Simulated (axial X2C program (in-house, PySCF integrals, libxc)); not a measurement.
# YSH: Ω levels from open-shell CI on d1 s1 p(π)0

Aim: the spin–orbit levels of YSH that arise from the configuration d1 s1 p(π)0 of Y, and how they move with the bond.

The runs use an in-house X2C program for linear molecules on PySCF integrals; two-component X2C, average-of-configuration Hartree–Fock and CI in the open shells.

All values are calculated.

### 1 Set-up

Contents of task.json:

```json
{"zs": [39, 16, 1], "q": 0, "bas": ["dyall-v3z", "dyall-av3z", "dyall-v3z"], "r0": 2.66, "metal": 0, "shells": [[2, [0, 1, 2], 1], [0, [0], 1], [1, [1], 0]], "fix": 0, "emax": 3.2, "nroots": 6, "r2": 1.34}
```

Keys: zs atomic numbers; q charge; bas basis sets; r0 starting distance in Å; metal index of the metal atom; shells open shells as [l, |m| values, electrons]; fix electron count of the first shell held; emax energy window in eV; nroots roots for each Ω; r2 second bond in Å, held.

On the command line:

```sh
$ python soci.py task.json out
```

Two-component X2C with atomic mean-field Coulomb and Gaunt terms, basis Y dyall-v3z, S dyall-av3z, H dyall-v3z (cores contracted in-house). Orbitals come from Hartree–Fock averaged over the configuration Y d1 s1 p(π)0; CI then distributes these electrons over the d, s, p(π) shells of Y.

### 2 CI at Y–S–H held linear, bonds 2.547 and 1.340 Å (the second held)

What does the calculation give? Wanted: lowest level of the model; next level; lowest curve, Re and ωe.

The runs gave:

| quantity | value |
| --- | --- |
| lowest level of the model | Ω = 0, g∥ = 0.00, 77% s2 + 15% d1 s1 |
| next level | Ω = 1, 4058 cm⁻¹ higher |
| lowest curve, Re and ωe | 2.457 Å, 359.4 cm⁻¹ |

In words: From 2.547 to 3.005 Å the gap from the lowest to the fifth level goes from 5442 to 3363 cm⁻¹. Without dynamic correlation distances can be off by several hundredths of an Å, and the wavenumbers are rough. There is no dynamic correlation: spin–orbit spacings and, for f shells, spacings inside one term are the most reliable numbers, splittings between terms come out too wide, and energies between configurations are not reliable, so the lowest level need not be the ground state of the molecule. The lowest levels belong to s2, not to the averaged configuration, so orbitals and distance suit them less well. For d shells the ligand-field splittings (σ, π, δ) and their order can be off by a thousand cm⁻¹ or more. At most 6 roots were kept for each Ω > 0 (twice that for Ω = 0) within 3.2 eV of the lowest, so higher up levels can be missing between those listed; levels with Ω > 0 are doubly degenerate and listed once, Ω = 0 levels singly. Some active spinors are only partly of the character that their shell is named for, so the shell names and counts are nominal. States that fill the shells left empty in the average are placed too high. The molecule was held linear; bending was not examined. Hydrosulfides and their kin are strongly bent in nature, so this linear model does not describe the real molecule.
